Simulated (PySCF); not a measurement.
# Ways to converge the SCF of KO

The same problem is solved with other solver options, one edit a run.

Program: PySCF 2.14.0. Level of theory: method and basis as typed in the scripts. These are calculated values, not measurements.

6 further runs of the same task are left out: 6 that didn't finish.

### Step 1. Starting geometry

KO: 2 atoms, charge 0, spin multiplicity 2.

Bond lengths: K1–O2 2.367 Å.

### Step 2. The run that the others are compared with

input.py reads:

```python
from pyscf import gto, scf

mol = gto.M(
    atom='K 0 0 0; O 0 0 2.367',
    basis='pcseg-1',
    charge=0,
    spin=1,
    symmetry=True,
    verbose=4,
)
mf = scf.UHF(mol)
mf = mf.density_fit(auxbasis='def2-universal-jkfit')
mf.kernel()
mf.analyze()
print('orbital energies (hartree):', [e[max(0, n-3):n+3].round(4) for e, n in zip(mf.mo_energy, mol.nelec)])
```

Run with:

```sh
$ python input.py
```

Its log is not repeated here.

It gives: E(SCF) = -673.864481 Eh, 11 cycles, ⟨S²⟩ = 0.758, μ = 9.61 D.

The bond length is a typed value, not an optimised one.

### Step 3. DIIS space 2

Edit 1 changes DIIS space: default → 2.

input.py reads:

```python
from pyscf import gto, scf

mol = gto.M(
    atom='K 0 0 0; O 0 0 2.367',
    basis='pcseg-1',
    charge=0,
    spin=1,
    symmetry=True,
    verbose=4,
)
mf = scf.UHF(mol)
mf = mf.density_fit(auxbasis='def2-universal-jkfit')
mf.diis_space = 2
mf.kernel()
mf.analyze()
print('orbital energies (hartree):', [e[max(0, n-3):n+3].round(4) for e, n in zip(mf.mo_energy, mol.nelec)])
```

Run with:

```sh
$ python input.py
```

### Step 4. Damping 0.95

Edit 2 changes damping: none → 0.95.

Edit input.py of step 2 so:

```diff
@@ -12,2 +12,4 @@
 mf = mf.density_fit(auxbasis='def2-universal-jkfit')
+mf.damp = 0.95
+mf.diis_start_cycle = 8
 mf.kernel()
```

### Step 5. Level shift 1 hartree

Edit 3 changes level shift: none → 1 hartree.

Edit input.py of step 2 so:

```diff
@@ -12,2 +12,3 @@
 mf = mf.density_fit(auxbasis='def2-universal-jkfit')
+mf.level_shift = 1.0
 mf.kernel()
```

### Step 6. Damping 0.2

Edit 4 changes damping: none → 0.2.

Edit input.py of step 2 so:

```diff
@@ -12,2 +12,4 @@
 mf = mf.density_fit(auxbasis='def2-universal-jkfit')
+mf.damp = 0.2
+mf.diis_start_cycle = 8
 mf.kernel()
```

### Step 7. DIIS space 12

Edit 5 changes DIIS space: default → 12.

Edit input.py of step 2 so:

```diff
@@ -12,2 +12,3 @@
 mf = mf.density_fit(auxbasis='def2-universal-jkfit')
+mf.diis_space = 12
 mf.kernel()
```

Q: Predict the outcome of this session. Wanted: for each run, E(SCF); from base; gap, α spin; SCF dipole.

The runs gave:

| run | E(SCF) (hartree) | from base (eV) | cycles | gap, α spin (eV) | SCF dipole (D) |
| --- | --- | --- | --- | --- | --- |
| base | -673.864481 | 0 | 11 | 9.22 | 9.61 |
| DIIS space 2 | -673.864481 | 0.0000 | 20 | 9.22 | 9.61 |
| damping 0.95 | -673.864481 | 0.0000 | 16 | 9.22 | 9.61 |
| level shift 1 hartree | -673.864481 | 0.0000 | 27 | 9.22 | 9.61 |
| damping 0.2 | -673.864481 | 0.0000 | 13 | 9.22 | 9.61 |
| DIIS space 12 | -673.864481 | 0.0000 | 11 | 9.22 | 9.61 |

Distance from each run's final energy (log10 hartree) by cycle:

| run | cycle 1 | cycle 2 | cycle 3 | cycle 5 | cycle 8 | cycle 12 |
| --- | --- | --- | --- | --- | --- | --- |
| base | -1.3 | -1.9 | -3.2 | -4.3 | -7.7 | done |
| DIIS space 2 | -1.3 | -1.9 | -3.2 | -4.1 | -5.1 | -6.4 |
| damping 0.95 | -1.3 | -1.4 | -1.4 | -1.5 | -2.3 | -5.1 |
| level shift 1 hartree | -1.1 | -1.8 | -2.1 | -2.8 | -3.7 | -4.9 |
| damping 0.2 | -1.3 | -2.3 | -3.0 | -3.8 | -4.7 | -9.3 |
| DIIS space 12 | -1.3 | -1.9 | -3.2 | -4.3 | -7.7 | done |

No change of the SCF energy comes from DIIS space 2 or damping 0.95 or level shift 1 hartree or damping 0.2 or DIIS space 12. The base needs 11 cycles and the run with level shift 1 hartree needs 27.
